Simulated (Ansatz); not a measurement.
# Si3Ge: how the settings move a single-point run

Aim: see which settings change the result for Si3Ge, by how much, and at what cost. The cell is built on a prototype (ordering on diamond) and needn't be the phase found in nature.

Program: Ansatz 0.2.0. Level of theory: reference: DFT, PBEsol, plane waves, PAW. These are calculated values, not measurements.

5 further runs of the same task are left out: 2 for a known fault of the program, 3 that didn't finish.

### 1 The system as given

It takes space group P-4m2 (No. 115, tetragonal). Conventional cell: a = 3.888 Å, b = 3.888 Å, c = 5.484 Å, α = 90.00°, β = 90.00°, γ = 90.00°. Si (site symmetry 2mm) is surrounded by 2 Si at 2.36 Å and 2 Ge at 2.39 Å. Si (site symmetry -4m2) has 4 Si at 2.36 Å as nearest neighbours. Ge (site symmetry -4m2) has 4 Si at 2.39 Å as nearest neighbours.

Structure file:

```cif
data_structure
_symmetry_space_group_name_H-M 'P-4m2'
_symmetry_Int_Tables_number 115
_cell_length_a 3.8881
_cell_length_b 3.8881
_cell_length_c 5.4837
_cell_angle_alpha 90.000
_cell_angle_beta 90.000
_cell_angle_gamma 90.000
_cell_volume 82.90
loop_
_atom_site_label
_atom_site_type_symbol
_atom_site_symmetry_multiplicity
_atom_site_Wyckoff_symbol
_atom_site_fract_x
_atom_site_fract_y
_atom_site_fract_z
_atom_site_occupancy
Si1 Si 2 g 0.50000 0.00000 0.75488 1
Si2 Si 1 b 0.50000 0.50000 0.00000 1
Ge1 Ge 1 d 0.00000 0.00000 0.50000 1
```

### 2 Baseline

input.yaml

```yaml
crystal:
  lattice:
    - [3.8880966177, 0.0, 0.0]
    - [0.0, 3.8880966177, 0.0]
    - [0.0, 0.0, 5.4836775972]
  atoms:
    - { symbol: Si, position: [0.5, 0.0, 0.754877492] }
    - { symbol: Si, position: [0.5, 0.5, 0.0] }
    - { symbol: Si, position: [0.0, 0.5, 0.245122508] }
    - { symbol: Ge, position: [0.0, 0.0, 0.5] }
kpoints:
  mp_grid: { grid: [4, 4, 4] }
hamiltonian:
  xc: pbesol
scf:
  occupations: { method: fixed }
  n_extra_bands: 5
output:
  forces: true
  stress: true
  eigenvalues: true
```

On the command line:

```bash
$ ansatz run input.yaml --threads 4 --pin off --max-ram 3686MiB --backend cpu --events-out ev --progress --plain --runs-dir out
```

### 3 Changing settings: xc mr2scan

input.yaml, as its differences from that of step 2:

```diff
@@ -13,3 +13,3 @@
 hamiltonian:
-  xc: pbesol
+  xc: mr2scan
 scf:
```

### 4 Variant: xc r2scan

input.yaml, as its differences from that of step 2:

```diff
@@ -13,3 +13,3 @@
 hamiltonian:
-  xc: pbesol
+  xc: r2scan
 scf:
```

Q: Predict the outcome of this session. Wanted: for each run, ending; energy change; pressure; gap; force.

As calculated:

```
          run     ending   energy change  pressure (GPa)  gap (eV)  force (eV/Å)  cycles   time
    reference  converged               -            -0.2      0.27          0.04       6    1 s
1: xc mr2scan  converged  not comparable             0.1      0.57          0.01       7  2.5 s
 2: xc r2scan  converged  not comparable             0.1      0.57          0.01       7  2.5 s
```

Residual by cycle in the longest SCF loop of each run; runs are numbered as in the table. The quantity is the density residual dr2, in eV.

```
cycle  reference    run 1    run 2
    1    0.00573    0.021    0.021
    2    0.00109  0.00534  0.00534
    3     3.5e-4   9.4e-4   9.4e-4
    4     7.2e-6   1.8e-4   1.8e-4
    5     6.3e-7   2.1e-6   2.1e-6
    6     7.8e-8   9.9e-8   9.9e-8
    7          -   4.1e-9   4.1e-9
```

**Reading.** The pressure spans -0.2 to 0.1 GPa over the reference and the converged variants. The gap spans 0.27 to 0.57 eV over the reference and the converged variants.
